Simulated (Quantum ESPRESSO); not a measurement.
# NbCu (Fm-3m) in Quantum ESPRESSO: further runs

The runs below take NbCu through phonons, with LDA, PBE, PBEsol, PW91.

Program: Quantum ESPRESSO 7.5. These are calculated values, not measurements. Logs are shortened: lines on timing, memory, paths and dates and some standing lists are left out, and cuts for length are marked.

### Step 1. The crystal as given

It takes space group Fm-3m (No. 225, cubic). Conventional cell: a = 5.124 Å, b = 5.124 Å, c = 5.124 Å, α = 90.00°, β = 90.00°, γ = 90.00°. Around Nb (site symmetry m-3m) lie 6 Cu at 2.56 Å. Cu (site symmetry m-3m) has 6 Nb at 2.56 Å as nearest neighbours.

The cell was built by a generator and needn't be a form met in nature.

### Step 2. Phonons, LDA

pw.in reads:

```
&CONTROL
  calculation = 'scf'
  prefix = 'pwscf'
  outdir = './tmp'
  pseudo_dir = './pseudo'
  tprnfor = .true.
  tstress = .true.
  disk_io = 'low'
/
&SYSTEM
  ibrav = 0
  nat = 2
  ntyp = 2
  ecutwfc = 56
  ecutrho = 448
  nbnd = 24
  occupations = 'smearing'
  smearing = 'mv'
  degauss = 0.01469973
/
&ELECTRONS
  conv_thr = 4d-10
  electron_maxstep = 120
  mixing_beta = 0.5
/
ATOMIC_SPECIES
Nb    92.9064 nb_lda_v1.uspp.F.UPF
Cu    63.5460 cu_lda_v1.2.uspp.F.UPF
CELL_PARAMETERS angstrom
   0.0000000000    2.5622100000    2.5622100000
   2.5622100000    0.0000000000    2.5622100000
   2.5622100000    2.5622100000    0.0000000000
ATOMIC_POSITIONS crystal
Nb     0.0000000000    0.0000000000    0.0000000000
Cu     0.5000000000    0.5000000000    0.5000000000
K_POINTS automatic
9 9 9 0 0 0
```

relax.in reads:

```
&CONTROL
  calculation = 'vc-relax'
  prefix = 'pwscf'
  outdir = './tmp'
  pseudo_dir = './pseudo'
  tprnfor = .true.
  tstress = .true.
  disk_io = 'low'
  nstep = 40
  forc_conv_thr = 0.0001
  etot_conv_thr = 1d-06
/
&SYSTEM
  ibrav = 0
  nat = 2
  ntyp = 2
  ecutwfc = 56
  ecutrho = 448
  nbnd = 24
  occupations = 'smearing'
  smearing = 'mv'
  degauss = 0.01469973
/
&ELECTRONS
  conv_thr = 4d-10
  electron_maxstep = 120
  mixing_beta = 0.5
/
&IONS
  ion_dynamics = 'bfgs'
/
&CELL
  cell_dynamics = 'bfgs'
  press = 0
  press_conv_thr = 0.2
/
ATOMIC_SPECIES
Nb    92.9064 nb_lda_v1.uspp.F.UPF
Cu    63.5460 cu_lda_v1.2.uspp.F.UPF
CELL_PARAMETERS angstrom
   0.0000000000    2.5622100000    2.5622100000
   2.5622100000    0.0000000000    2.5622100000
   2.5622100000    2.5622100000    0.0000000000
ATOMIC_POSITIONS crystal
Nb     0.0000000000    0.0000000000    0.0000000000
Cu     0.5000000000    0.5000000000    0.5000000000
K_POINTS automatic
9 9 9 0 0 0
```

scf2.in reads:

```
&CONTROL
  calculation = 'scf'
  prefix = 'pwscf'
  outdir = './tmp'
  pseudo_dir = './pseudo'
  tprnfor = .true.
  tstress = .true.
  disk_io = 'low'
/
&SYSTEM
  ibrav = 0
  nat = 2
  ntyp = 2
  ecutwfc = 56
  ecutrho = 448
  nbnd = 24
  occupations = 'smearing'
  smearing = 'mv'
  degauss = 0.01469973
/
&ELECTRONS
  conv_thr = 1d-13
  electron_maxstep = 120
  mixing_beta = 0.5
  startingpot = 'file'
  startingwfc = 'file'
/
ATOMIC_SPECIES
Nb    92.9064 nb_lda_v1.uspp.F.UPF
Cu    63.5460 cu_lda_v1.2.uspp.F.UPF
CELL_PARAMETERS angstrom
   0.0000000000    2.5066646995    2.5066646995
   2.5066646995    0.0000000000    2.5066646995
   2.5066646995    2.5066646995    0.0000000000
ATOMIC_POSITIONS crystal
Nb     0.0000000000    0.0000000000    0.0000000000
Cu     0.5000000000    0.5000000000    0.5000000000
K_POINTS automatic
9 9 9 0 0 0
```

ph.in reads:

```
phonons of NbCu
&INPUTPH
  prefix = 'pwscf'
  outdir = './tmp'
  tr2_ph = 1d-18
  fildyn = 'dyn'
  niter_ph = 90
  alpha_mix(1) = 0.4
/
0.0000000000 0.0000000000 0.0000000000
```

dynmat.in reads:

```
&INPUT
  fildyn = 'dyn'
  asr = 'crystal'
  filout = 'dynmat.disp'
  fileig = 'dynmat.eig'
/
```

Potentials or basis: GBRV 1.5 LDA.

Started as:

```
$ OMP_NUM_THREADS=1 mpirun -n 4 pw.x -nk 4 -in pw.in > pw.out
$ OMP_NUM_THREADS=1 mpirun -n 4 pw.x -nk 4 -in relax.in > relax.out
$ OMP_NUM_THREADS=1 mpirun -n 4 pw.x -nk 4 -in scf2.in > scf2.out
$ OMP_NUM_THREADS=1 mpirun -n 4 ph.x -nk 4 -in ph.in > ph.out
$ OMP_NUM_THREADS=1 mpirun -n 1 dynmat.x -in dynmat.in > dynmat.out
```

pw.out:

```text
This program is part of the open-source Quantum ESPRESSO suite
     for quantum simulation of materials; please cite
[... 6 lines left out ...]
     using ibrav=0 with symmetry is DISCOURAGED, use correct ibrav instead

     K-points division:     npool     =       4
     Subspace diagonalization in iterative solution of the eigenvalue problem:
     a serial algorithm will be used

     G-vector sticks info
     --------------------
     sticks:   dense  smooth     PW     G-vecs:    dense   smooth      PW
     Sum        1453     733    223                36325    12939    2133

     Using Slab Decomposition

     bravais-lattice index     =            0
     lattice parameter (alat)  =       6.8474  a.u.
     unit-cell volume          =     227.0235 (a.u.)^3
     number of atoms/cell      =            2
     number of atomic types    =            2
     number of electrons       =        32.00
     number of Kohn-Sham states=           24
     kinetic-energy cutoff     =      56.0000  Ry
     charge density cutoff     =     448.0000  Ry
     scf convergence threshold =      4.0E-10
     mixing beta               =       0.5000
     number of iterations used =            8  plain     mixing
     Exchange-correlation= SLA  PZ   NOGX NOGC
                           (   1   1   0   0   0   0   0)

     celldm(1)=   6.847446  celldm(2)=   0.000000  celldm(3)=   0.000000
     celldm(4)=   0.000000  celldm(5)=   0.000000  celldm(6)=   0.000000

     crystal axes: (cart. coord. in units of alat)
               a(1) = (   0.000000   0.707107   0.707107 )
               a(2) = (   0.707107   0.000000   0.707107 )
               a(3) = (   0.707107   0.707107   0.000000 )

     reciprocal axes: (cart. coord. in units 2 pi/alat)
               b(1) = ( -0.707107  0.707107  0.707107 )
               b(2) = (  0.707107 -0.707107  0.707107 )
               b(3) = (  0.707107  0.707107 -0.707107 )

     PseudoPot. # 1 for Nb read from file:
     nb_lda_v1.uspp.F.UPF
     Pseudo is Ultrasoft + core correction, Zval = 13.0
     Generated by new atomic code, or converted to UPF format
     Using radial grid of  887 points,  6 beta functions with:
                l(1) =   0
                l(2) =   0
                l(3) =   1
                l(4) =   1
                l(5) =   2
                l(6) =   2
     Q(r) pseudized with  6 coefficients,  rinner =    1.000   1.000   1.000
                                                       1.000   1.000

     PseudoPot. # 2 for Cu read from file:
     cu_lda_v1.2.uspp.F.UPF
     Pseudo is Ultrasoft + core correction, Zval = 19.0
     Generated by new atomic code, or converted to UPF format
     Using radial grid of  867 points,  6 beta functions with:
                l(1) =   0
                l(2) =   0
                l(3) =   1
                l(4) =   1
                l(5) =   2
                l(6) =   2
     Q(r) pseudized with  8 coefficients,  rinner =    1.150   1.150   1.150
                                                       1.150   1.150

     atomic species   valence    mass     pseudopotential
     Nb               13.00    92.90640     Nb( 1.00)
     Cu               19.00    63.54600     Cu( 1.00)

     48 Sym. Ops., with inversion, found

   Cartesian axes

     site n.     atom                  positions (alat units)
         1        Nb     tau(   1) = (   0.0000000   0.0000000   0.0000000  )
         2        Cu     tau(   2) = (   0.7071068   0.7071068   0.7071068  )

     number of k points=    35  Marzari-Vanderbilt smearing, width (Ry)=  0.0147
                       cart. coord. in units 2pi/alat
        k(    1) = (   0.0000000   0.0000000   0.0000000), wk =   0.0027435
        k(    2) = (   0.0785674   0.0785674  -0.0785674), wk =   0.0219479
        k(    3) = (   0.1571348   0.1571348  -0.1571348), wk =   0.0219479
        k(    4) = (   0.2357023   0.2357023  -0.2357023), wk =   0.0219479
        k(    5) = (   0.3142697   0.3142697  -0.3142697), wk =   0.0219479
        k(    6) = (   0.1571348   0.0000000  -0.0000000), wk =   0.0164609
[... 27 lines left out ...]
        k(   34) = (  -0.0000000  -0.4714045   0.6285394), wk =   0.0658436
        k(   35) = (  -0.0785674  -0.3928371   0.7071068), wk =   0.0658436

     Dense  grid:    36325 G-vectors     FFT dimensions: (  48,  48,  48)

     Smooth grid:    12939 G-vectors     FFT dimensions: (  36,  36,  36)

     Check: negative core charge=   -0.000001

     Initial potential from superposition of free atoms

     starting charge      30.9978, renormalised to      32.0000
     Starting wfcs are   26 randomized atomic wfcs

     Self-consistent Calculation

     iteration #  1     ecut=    56.00 Ry     beta= 0.50
     Davidson diagonalization with overlap
     ethr =  1.00E-02,  avg # of iterations =  4.8

     total energy              =    -521.24174719 Ry
     estimated scf accuracy    <       1.05335753 Ry

     iteration #  2     ecut=    56.00 Ry     beta= 0.50
     Davidson diagonalization with overlap
     ethr =  3.29E-03,  avg # of iterations =  2.1

     total energy              =    -521.38925022 Ry
     estimated scf accuracy    <       0.42204996 Ry

     iteration #  3     ecut=    56.00 Ry     beta= 0.50
     Davidson diagonalization with overlap
     ethr =  1.32E-03,  avg # of iterations =  2.2
[... 50 lines left out ...]
     total energy              =    -521.52877819 Ry
     estimated scf accuracy    <       0.00000002 Ry

     iteration # 11     ecut=    56.00 Ry     beta= 0.50
     Davidson diagonalization with overlap
     ethr =  5.01E-11,  avg # of iterations =  2.0

     total energy              =    -521.52877819 Ry
     estimated scf accuracy    <          2.9E-09 Ry

     iteration # 12     ecut=    56.00 Ry     beta= 0.50
     Davidson diagonalization with overlap
     ethr =  9.12E-12,  avg # of iterations =  1.3

     End of self-consistent calculation

          k = 0.0000 0.0000 0.0000 (  1639 PWs)   bands (ev):

   -97.6800 -55.4986 -55.4986 -55.4986 -40.2799 -16.2760 -16.2760 -16.2760
     7.6019  10.3744  10.3744  10.6903  10.6903  10.6903  15.7092  15.7092
    15.7092  17.1299  17.1299  23.4095  23.4095  23.4095  24.2710  31.5477

          k = 0.0786 0.0786-0.0786 (  1594 PWs)   bands (ev):

   -97.6800 -55.4987 -55.4986 -55.4986 -40.2778 -16.2986 -16.2800 -16.2800
     7.8665  10.4537  10.4537  10.6963  10.7662  10.7662  15.4497  15.6770
    15.6770  16.7779  16.7779  22.7502  24.0186  24.0186  24.6731  30.3407

          k = 0.1571 0.1571-0.1571 (  1597 PWs)   bands (ev):

   -97.6800 -55.4992 -55.4986 -55.4986 -40.2726 -16.3556 -16.2901 -16.2901
     8.6188  10.6780  10.6780  10.7289  10.9658  10.9658  14.7949  15.2882
    15.2882  16.3754  16.3754  21.3223  25.2443  25.4021  25.4021  28.8794

          k = 0.2357 0.2357-0.2357 (  1609 PWs)   bands (ev):
[... 179 lines left out ...]
          k =-0.0000-0.4714 0.6285 (  1612 PWs)   bands (ev):

   -97.6800 -55.4995 -55.4993 -55.4990 -40.2586 -16.4173 -16.3786 -16.3436
    10.3780  10.7690  10.9196  11.2133  11.3055  11.5857  14.0785  14.2673
    15.1853  16.9558  18.3016  18.3578  20.5731  21.6945  27.7473  29.6596

          k =-0.0786-0.3928 0.7071 (  1612 PWs)   bands (ev):

   -97.6800 -55.4994 -55.4993 -55.4990 -40.2587 -16.4075 -16.3836 -16.3477
    10.6418  10.7253  10.9272  10.9561  11.5897  11.6913  13.7861  14.2657
    14.6512  16.9245  18.1094  19.1298  20.2169  21.9499  28.8916  28.9258

     the Fermi energy is    14.6802 ev

!    total energy              =    -521.52877819 Ry
     estimated scf accuracy    <          4.2E-11 Ry
     smearing contrib. (-TS)   =       0.00052453 Ry
     internal energy E=F+TS    =    -521.52930272 Ry

     The total energy is F=E-TS. E is the sum of the following terms:
     one-electron contribution =    -347.46892955 Ry
     hartree contribution      =     188.80394283 Ry
     xc contribution           =     -56.34000074 Ry
     ewald contribution        =    -306.52431526 Ry

     convergence has been achieved in  12 iterations

     Forces acting on atoms (cartesian axes, Ry/au):

     atom    1 type  1   force =    -0.00000000    0.00000000    0.00000000
     atom    2 type  2   force =     0.00000000   -0.00000000   -0.00000000

     Total force =     0.000000     Total SCF correction =     0.000000

     Computing stress (Cartesian axis) and pressure

          total   stress  (Ry/bohr**3)                   (kbar)     P=      -99.29
  -0.00067493  -0.00000000  -0.00000000          -99.29       -0.00       -0.00
  -0.00000000  -0.00067493  -0.00000000           -0.00      -99.29       -0.00
  -0.00000000  -0.00000000  -0.00067493           -0.00       -0.00      -99.29

=------------------------------------------------------------------------------=
   JOB DONE.
=------------------------------------------------------------------------------=
```

relax.out:

```text
This program is part of the open-source Quantum ESPRESSO suite
     for quantum simulation of materials; please cite
[... 6 lines left out ...]
     using ibrav=0 with symmetry is DISCOURAGED, use correct ibrav instead

     K-points division:     npool     =       4
[... 2268 lines left out ...]
  -0.00000834  -0.00000000  -0.00000000           -1.23       -0.00       -0.00
  -0.00000000  -0.00000834  -0.00000000           -0.00       -1.23       -0.00
  -0.00000000  -0.00000000  -0.00000834           -0.00       -0.00       -1.23

=------------------------------------------------------------------------------=
   JOB DONE.
=------------------------------------------------------------------------------=
```

scf2.out:

```text
This program is part of the open-source Quantum ESPRESSO suite
     for quantum simulation of materials; please cite
[... 6 lines left out ...]
     using ibrav=0 with symmetry is DISCOURAGED, use correct ibrav instead

     K-points division:     npool     =       4
[... 396 lines left out ...]
  -0.00000864  -0.00000000  -0.00000000           -1.27       -0.00       -0.00
  -0.00000000  -0.00000864  -0.00000000           -0.00       -1.27       -0.00
  -0.00000000  -0.00000000  -0.00000864           -0.00       -0.00       -1.27

=------------------------------------------------------------------------------=
   JOB DONE.
=------------------------------------------------------------------------------=
```

Wall time 2.6 min (4 MPI ranks of Arm Neoverse V2, shared host); peak memory 0.44 GiB.

Results:

- Free energy: -7095.8290 eV
- Relaxed volume: 15.75 Å³/atom
- Relaxed cell: a = 3.545 Å, b = 3.545 Å, c = 3.545 Å, α = 60.00°, β = 60.00°, γ = 60.00°
- Space group after relaxing (to 0.05 Å): Fm-3m (No. 225)
- Pressure after relaxing: -0.1 GPa
- Band gap on the k mesh: none (metal or under the smearing width)
- Highest phonon frequency at Γ: 207 cm⁻¹

The path:
```csv
step,energy change (eV),largest force (eV/Å),pressure (GPa),volume (Å³)
1,0.0000,0.0000,-9.93,33.64
2,-0.0666,0.0000,-2.45,31.97
3,-0.0701,0.0000,0.25,31.45
4,-0.0701,0.0000,0.00,31.50
5,-0.0701,0.0000,0.00,31.50
```

Final structure:
```
Nb Cu
1.0
     0.00000    2.50666    2.50666
     2.50666    0.00000    2.50666
     2.50666    2.50666    0.00000
Nb Cu
1 1
Direct
  0.00000 0.00000 0.00000
  0.50000 0.50000 0.50000
```

Phonon frequencies in cm⁻¹ (negative: imaginary):
| q point | frequencies |
| --- | --- |
| (0.000, 0.000, 0.000) | -7 -7 -7 207 207 207 |

Optical modes at Γ, degenerate ones joined:
```
cm⁻¹  components  symmetry  active in
 207           3       T1u         IR
```

(Part 1 of 3 ends here.)
